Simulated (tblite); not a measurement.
# H12P17Sb: the cost of one run

Programs: tblite 0.8.0 and PySCF 2.14.0, with routines of our own; each step states its level. All values are computed. Atoms count from 0.

## (1) The starting structure

30 atoms, charge 0, multiplicity 1; geometry from: force field, distance geometry or constructed start.

## (2) Relaxing the molecule with GFN2-xTB

The job: settings as JSON, then the geometry in Å.

```
{"job": {"kind": "relax", "xc": "GFN2-xTB", "basis": "xTB"}, "charge": 0, "multiplicity": 1}
P     -0.742400    -1.115300    -3.140300
P     -2.430400    -1.078000    -1.822500
P     -0.827200    -1.042600     1.707500
P     -2.514700    -1.025100     3.023800
Sb    -0.733000     1.269400    -3.740000
P     -0.907900     0.847200     5.467900
P     -0.814100     0.801600     0.611000
P     -2.533100     0.834200     4.087700
P     -2.442200     0.784800    -0.771900
P      2.554200    -1.046200    -3.115800
P      0.892800    -1.075600    -1.769400
P      2.478800    -1.036000     1.767500
P      0.796200    -1.023300     3.095800
P      2.527600     0.813000    -4.180600
P      0.874900     0.799600    -5.542100
P      2.496000     0.805900     0.679900
P      0.777200     0.839200     4.147600
P      0.864700     0.783300    -0.711700
H     -3.471100    -1.073600    -2.716400
H     -3.553100    -1.018900     2.127900
H     -1.821500     0.837400    -4.973500
H     -0.915200    -0.368700     6.119100
H     -3.607400     0.822400     4.958900
H     -3.524400     0.778700     0.091900
H      3.611500    -1.008300    -2.226500
H      3.516900    -1.003200     2.674600
H      3.590100     0.823700    -5.057400
H      0.453100    -0.514300    -5.643500
H      3.572700     0.777700    -0.194200
H      1.820000     0.828300     5.054700
```

The run is started by

```bash
OMP_NUM_THREADS=2 python large_run.py task.json out
```

This one command runs all jobs of the session in turn.

Q: Estimate the wall time and peak memory of this first job on 2 threads of Intel Xeon 6975P-C, shared host.

About 9.3 s, with a peak of 0.16 GiB.
